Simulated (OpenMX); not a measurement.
HfIn4SiO6:

```
Hf In Si O
1.0
     2.71603   -4.70332    0.00448
     2.71603    4.70332    0.00448
    -1.86309    0.00000    7.40415
Hf In Si O
1 4 1 6
Direct
  0.20480 0.79520 0.00000
  0.37139 0.62861 0.50000
  0.53812 0.46188 0.00000
  0.03500 0.96500 0.50000
  0.70907 0.29093 0.50000
  0.87146 0.12854 0.00000
  0.10741 0.06918 0.86667
  0.93082 0.89259 0.13333
  0.83975 0.37820 0.86669
  0.62180 0.16025 0.13331
  0.19813 0.46891 0.13338
  0.53109 0.80187 0.86662
```

The cell was built by a generator and needn't be a form met in nature.

Base run:

| Item | Value |
| --- | --- |
| Program | OpenMX 3.8.5 |
| Functional | PBE |
| Potentials or basis | OpenMX 2013 PBE set, Hf7.0-s3p2d2f1, In7.0-s3p2d2, Si7.0-s2p2d1, O6.0-s2p2d1, grid cutoff 500 Ry |
| k mesh | 7 × 7 × 5 |
| Occupations | fermi-dirac, width 0.05 eV |
| Spin | no spin polarisation |

Its results: pressure 0.7 GPa; largest force 0.304 eV/Å.

Q: The run is repeated on the same cell with these changes: functional from PBE to LDA; potentials or basis from OpenMX 2013 PBE set, Hf7.0-s3p2d2f1, In7.0-s3p2d2, Si7.0-s2p2d1, O6.0-s2p2d1, grid cutoff 500 Ry to OpenMX 2013 LDA set, Hf7.0-s3p2d2f1, In7.0-s3p2d2, Si7.0-s2p2d1, O6.0-s2p2d1, grid cutoff 500 Ry. What comes out?

A: Pressure -7.0 GPa; largest force 0.483 eV/Å.

Caveats: the basis of atomic orbitals isn't converged, which shifts pressures, moduli and gaps.

Not every run made on this cell is shown here.
